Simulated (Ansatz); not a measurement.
**ClH₃OSiSn: up Jacob's ladder to CCSD(T)**

Aim: compute ClH₃OSiSn with functionals from several rungs and with coupled cluster, and see how far each lands from CCSD(T) at the basis-set limit for the atomisation energy.

Computed with Ansatz 0.2.0, Gaussian basis. Level: functionals in def2-TZVPP, the program's frozen cores in correlated methods.

Levels to be run: LDA (SPW92), PBE-D4, revPBE-D4, BLYP-D4, r2SCAN-D4, B97M-V, PBE0-D4, B3LYP-D4, r2SCANh-D4, r2SCAN0-D4, HSE06-D4, BHLYP-D4, CAM-B3LYP-D4, LC-ωPBE, ωB97X-V, ωB97M-V, B2PLYP, PBE-QIDH; CCSD(T)/def2-SVP; CCSD(T)/def2-TZVPP; MP2/def2-QZVPP; extrapolation to the limit; RPA on PBE.

## (1) The relaxed structure

All runs share one geometry, relaxed beforehand with PBE0-D4 in a triple-zeta def2 set. Sn takes the def2 core potential; no spin-orbit term is included.

SMILES `[SiH3][O][Sn][Cl]`, 7 atoms, charge 0, spin multiplicity 1.

Atoms are counted from 1 here; the program's logs count them from 0.

Bond lengths: Si1–O2 1.642 Å, Si1–H5 1.487 Å, Si1–H6 1.487 Å, Si1–H7 1.487 Å, O2–Sn3 1.963 Å, Sn3–Cl4 2.379 Å. Angles: O2–Si1–H5 111.1°, O2–Si1–H6 108.3°, O2–Si1–H7 111.0°, H5–Si1–H6 108.8°, H5–Si1–H7 108.8°, H6–Si1–H7 108.8°, Si1–O2–Sn3 140.0°, O2–Sn3–Cl4 96.9°.

## (2) LDA

This LDA is Slater exchange with PW92 correlation.

in.yaml

```yaml
crystal:
  periodic: [false, false, false]
  atoms:
    - {symbol: Si, position_ang: [0.025077, 0.948685, 0.131943]}
    - {symbol: O, position_ang: [-0.000807, -0.428090, 1.026735]}
    - {symbol: Sn, position_ang: [-0.034821, -2.376510, 0.787382]}
    - {symbol: Cl, position_ang: [-0.028191, -2.372791, -1.591850]}
    - {symbol: H, position_ang: [-1.175555, 1.041667, -0.741219]}
    - {symbol: H, position_ang: [0.032286, 2.109484, 1.061034]}
    - {symbol: H, position_ang: [1.243111, 1.009454, -0.719726]}
basis:
  gaussian: {orbitals: def2-TZVPP}
hamiltonian: {xc: lda}
output: {orbitals: {seedname: orbitals}}
```

Further steps of the session: PBE-D4 (GGA); revPBE-D4 (GGA); BLYP-D4 (GGA); r2SCAN-D4 (meta-GGA); B97M-V (meta-GGA); PBE0-D4 (hybrid); B3LYP-D4 (hybrid); r2SCANh-D4 (hybrid); r2SCAN0-D4 (hybrid); HSE06-D4 (hybrid); BHLYP-D4 (hybrid); CAM-B3LYP-D4 (range-separated); LC-ωPBE-D4 (range-separated); ωB97X-V (range-separated); ωB97M-V (range-separated); B2PLYP (double hybrid); PBE-QIDH (double hybrid); CCSD(T) in def2-SVP; CCSD(T) in def2-TZVPP; MP2 in def2-QZVPP; RPA on PBE orbitals.

**Question.** What will the summary of the whole plan be? Wanted: atomisation energy, CCSD(T)/CBS; farthest beyond LDA; mean size of error, GGA; mean size of error, meta-GGA; mean size of error, hybrid; mean size of error, range-separated; mean size of error, double hybrid; gap, smallest and largest; T1 diagnostic.

As calculated:

```
                               quantity                                     value
        atomisation energy, CCSD(T)/CBS                             2250.6 kJ/mol
 functionals within 22.5 kJ/mol (1.0 %)        PBE-D4, r2SCAN-D4, B97M-V, ωB97X-V
                    farthest beyond LDA                   BHLYP-D4 (-93.2 kJ/mol)
                mean size of error, GGA                               37.3 kJ/mol
           mean size of error, meta-GGA                               14.3 kJ/mol
             mean size of error, hybrid                               61.6 kJ/mol
    mean size of error, range-separated                               32.8 kJ/mol
      mean size of error, double hybrid                               62.3 kJ/mol
              gap, smallest and largest  3.51 eV (LDA (SPW92)), 9.81 eV (LC-ωPBE)
                          T1 diagnostic                                    0.0152
triples share of the correlation energy                                     3.5 %
```

**Reading.** LDA overbinds by 269.2 kJ/mol (12 %). PBE-D4 is off by -16.4 kJ/mol. Double hybrids carry the basis error of their MP2 part in triple zeta, and no dispersion term here, so their miss is partly the set-up's. Taken by rung, meta-GGA functionals do best (14.3 kJ/mol on average) and double hybrid ones worst beyond LDA (62.3 kJ/mol). The reference freezes the cores and leaves out spin-orbit coupling and excitations past (T), and its outer-core shells are covered unevenly, so misses under about 22.5 kJ/mol can't be ranked. All levels share the lack of spin-orbit coupling, which lowers the free heavy atoms and so the true binding. Hartree-Fock recovers 71 % of the binding; the rest is correlation. CCSD(T) in def2-SVP is off by -231.4 kJ/mol, which most functionals beat. Orbital gaps span 3.5 to 9.8 eV; exact exchange widens them. Correlated methods include outer-core shells of Sn, which these sets cover unevenly.
